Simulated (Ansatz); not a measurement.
# C₃H₉B: how energies converge with the basis set

An exercise on one series of results from a longer session: the logs are not shown, and one member is left open.

Method: one geometry, several basis sets; program: Ansatz 0.2.0, Gaussian basis.

Levels to be run: PBE0-D4/def2-SVP; ωB97M-V/def2-SVP; PBE0-D4/def2-QZVPP; ωB97M-V/def2-QZVPP; the functionals' def2-TZVPP values are taken from earlier runs.

### Structure used throughout

The geometry comes from an earlier relaxation with PBE0-D4 in a triple-zeta def2 set; it is a stationary point, not always the lowest conformer.

13 atoms, charge 0, spin multiplicity 1.

Atoms are counted from 1 here; the program's logs count them from 0.

Bond lengths: C1–B2 1.569 Å, C1–H5 1.092 Å, C1–H6 1.094 Å, C1–H7 1.101 Å, B2–C3 1.568 Å, B2–C4 1.568 Å, C3–H8 1.093 Å, C3–H9 1.093 Å, C3–H10 1.101 Å, C4–H11 1.093 Å, C4–H12 1.101 Å, C4–H13 1.093 Å. Angles: B2–C1–H5 115.0°, B2–C1–H6 113.3°, B2–C1–H7 106.5°, H5–C1–H6 109.4°, H5–C1–H7 106.7°, H6–C1–H7 105.3°, C1–B2–C3 119.6°, C1–B2–C4 120.6°, C3–B2–C4 119.8°, B2–C3–H8 114.1°, B2–C3–H9 114.6°, B2–C3–H10 105.8°, H8–C3–H9 109.6°, H8–C3–H10 105.7°, H9–C3–H10 106.2°, B2–C4–H11 114.2°, B2–C4–H12 106.3°, B2–C4–H13 114.2° and more.

Set-up of the first run:

File in.yaml:

```yaml
crystal:
  periodic: [false, false, false]
  atoms:
    - {symbol: C, position_ang: [-0.802529, 1.224876, -0.558168]}
    - {symbol: B, position_ang: [0.018689, -0.000335, -0.024033]}
    - {symbol: C, position_ang: [1.025643, 0.200395, 1.161073]}
    - {symbol: C, position_ang: [-0.194363, -1.430327, -0.631819]}
    - {symbol: H, position_ang: [-1.185602, 1.115261, -1.575030]}
    - {symbol: H, position_ang: [-0.266645, 2.174570, -0.472351]}
    - {symbol: H, position_ang: [-1.678863, 1.324588, 0.100093]}
    - {symbol: H, position_ang: [1.157828, -0.684473, 1.789433]}
    - {symbol: H, position_ang: [0.820020, 1.069624, 1.790776]}
    - {symbol: H, position_ang: [2.005876, 0.384682, 0.694457]}
    - {symbol: H, position_ang: [-0.455869, -1.431750, -1.692838]}
    - {symbol: H, position_ang: [-1.060263, -1.862454, -0.106959]}
    - {symbol: H, position_ang: [0.636477, -2.119259, -0.459834]}
basis:
  gaussian: {orbitals: def2-SVP}
hamiltonian: {xc: pbe0, dispersion: d4}
output: {orbitals: {seedname: orbitals}}
```

Run with:

```bash
ansatz run in.yaml --threads 4 --pin off --events-out ev --progress --plain --max-ram 10444MiB
```

Steps of the session up to this table: PBE0-D4 in def2-SVP; ωB97M-V in def2-SVP; PBE0-D4 in def2-QZVPP; ωB97M-V in def2-QZVPP.

One table of the session follows, with a row left open; its other results are not shown here.

It belongs to the step «Density functionals: the series». 

| functional | basis | HOMO (eV) | LUMO (eV) |
| --- | --- | --- | --- |
| PBE0-D4 | def2-SVP | -8.44 | -0.01 |
| PBE0-D4 | def2-TZVPP | -8.49 | -0.10 |
| PBE0-D4 | def2-QZVPP | -8.50 | -0.13 |
| ωB97M-V | def2-SVP | -10.75 | 2.04 |
| ωB97M-V | def2-TZVPP | ? | ? |
| ωB97M-V | def2-QZVPP | -10.82 | 1.64 |

Q: Estimate the row for ωB97M-V, def2-TZVPP from the others.

As computed: HOMO (eV): -10.82; LUMO (eV): 1.87.
